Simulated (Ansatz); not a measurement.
# F3H3InP: basis-set convergence

The task here is to estimate one member of a computed series from the others.

Computed with Ansatz 0.2.0, Gaussian basis. Level: one geometry, several basis sets.

Levels to be run: PBE0-D4/def2-SVP; ωB97M-V/def2-SVP; PBE0-D4/def2-QZVPP; ωB97M-V/def2-QZVPP; the functionals' def2-TZVPP values are taken from earlier runs.

## The geometry

All runs share one geometry, relaxed beforehand with PBE0-D4 in a triple-zeta def2 set. In takes the def2 core potential; no spin-orbit term is included.

SMILES `[F][In-]([F])([F])[PH3+]`, 8 atoms, charge 0, spin multiplicity 1.

Atoms are counted from 1 here; the program's logs count them from 0.

Bond lengths: F1–In2 1.945 Å, In2–F3 1.945 Å, In2–F4 1.945 Å, In2–P5 2.685 Å, P5–H6 1.407 Å, P5–H7 1.407 Å, P5–H8 1.407 Å. Angles: F1–In2–F3 117.8°, F1–In2–F4 117.8°, F1–In2–P5 98.9°, F3–In2–F4 117.7°, F3–In2–P5 98.5°, F4–In2–P5 98.8°, In2–P5–H6 117.5°, In2–P5–H7 117.5°, In2–P5–H8 117.3°, H6–P5–H7 100.5°, H6–P5–H8 100.5°, H7–P5–H8 100.5°.

Set-up of the first run:

in.yaml reads:

```yaml
crystal:
  periodic: [false, false, false]
  atoms:
    - {symbol: F, position_ang: [-0.413560, -2.238990, 1.290365]}
    - {symbol: In, position_ang: [0.655322, -1.333378, -0.058669]}
    - {symbol: F, position_ang: [2.460187, -0.794506, 0.426712]}
    - {symbol: F, position_ang: [0.309266, -1.758231, -1.924834]}
    - {symbol: P, position_ang: [-0.518423, 1.079690, 0.035615]}
    - {symbol: H, position_ang: [-1.575277, 1.253579, 0.947476]}
    - {symbol: H, position_ang: [-1.118016, 1.556155, -1.144267]}
    - {symbol: H, position_ang: [0.292599, 2.178679, 0.371902]}
basis:
  gaussian: {orbitals: def2-SVP}
hamiltonian: {xc: pbe0, dispersion: d4}
output: {orbitals: {seedname: orbitals}}
```

The run is started by

```console
$ ansatz run in.yaml --threads 4 --pin off --events-out ev --progress --plain --max-ram 10444MiB
```

Among the steps run: PBE0-D4 in def2-SVP; ωB97M-V in def2-SVP; PBE0-D4 in def2-QZVPP; ωB97M-V in def2-QZVPP.

One of the session's tables, all rows but one given; the rest of the session is left out.

It belongs to the step «Functionals by basis». 

| functional | basis | HOMO (eV) | LUMO (eV) |
| --- | --- | --- | --- |
| PBE0-D4 | def2-SVP | -9.49 | -1.54 |
| PBE0-D4 | def2-TZVPP | ? | ? |
| PBE0-D4 | def2-QZVPP | -9.78 | -1.93 |
| ωB97M-V | def2-SVP | -11.74 | 0.47 |
| ωB97M-V | def2-TZVPP | -11.99 | 0.07 |
| ωB97M-V | def2-QZVPP | -12.03 | -0.18 |

Estimate the missing values for PBE0-D4, def2-TZVPP.

The run gave: HOMO (eV): -9.75; LUMO (eV): -1.85. In the column «HOMO (eV)» it lies between PBE0-D4, def2-QZVPP (-9.78) and PBE0-D4, def2-SVP (-9.49).
